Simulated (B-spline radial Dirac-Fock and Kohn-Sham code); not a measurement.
**Elastic scattering of positrons by Ru**

Aim: how strongly Ru scatters positrons elastically, and to which angles, at 4 energies.

The numbers are computed with B-spline radial Dirac-Fock and Kohn-Sham code (version 3): Dirac partial waves in the static field of the Dirac-Fock density, no polarisation or absorption.

### 1 What is computed

Neutral ruthenium in the configuration [Kr] 4d7 5s1.

| Item | Value |
| --- | --- |
| nuclear charge | 44 |
| electrons | 44 |
| mass number | 102 |
| nuclear rms radius | 4.4809 fm |

### 2 576.0 eV

Settings, as recorded:

```ini
task = elastic
Z = 44
charge = 0
configuration = 1s2 2s2 2p6 3s2 3p6 3d10 4s2 4p6 4d7 5s1
mass_number = 102
rms_radius = 4.4809  # fm
projectile = positron
energy = 576.0  # eV
theta = [0, 0.5, 1, 2, 4, 8, 12, 16, 24, 32, 45, 60, 75, 90, 105, 120, 135, 150, 165, 180]  # deg
```

### 3 2830 eV

The run's settings:

```ini
task = elastic
projectile = positron
energy = 2830.0  # eV
theta = [0, 0.5, 1, 2, 4, 8, 12, 16, 24, 32, 45, 60, 75, 90, 105, 120, 135, 150, 165, 180]  # deg
```

### 4 3380 eV

Settings, as recorded:

```ini
task = elastic
projectile = positron
energy = 3380.0  # eV
theta = [0, 0.5, 1, 2, 4, 8, 12, 16, 24, 32, 45, 60, 75, 90, 105, 120, 135, 150, 165, 180]  # deg
```

### 5 5960 eV

Settings, as recorded:

```ini
task = elastic
projectile = positron
energy = 5960.0  # eV
theta = [0, 0.5, 1, 2, 4, 8, 12, 16, 24, 32, 45, 60, 75, 90, 105, 120, 135, 150, 165, 180]  # deg
```

(Steps that only read results are left out.)

**Question.** What will these runs give? Wanted: largest Sherman function.

**Answer**, as computed:

| quantity | value |
| --- | --- |
| σ at 576.0 and 5960 eV | 9.69 and 3.03 bohr² |
| backward share there | 2.68 and 0.468 % |
| largest Sherman function | 0.001 at 90°, 5960 eV |

**Reading.** The ratio of σ to the transport cross section, the collisions needed for the positron to lose its direction, goes from 8.7 at 576.0 eV to 34 at 5960 eV. The angular distributions show no deep diffraction minima on this grid. Spin polarisation by scattering stays small.
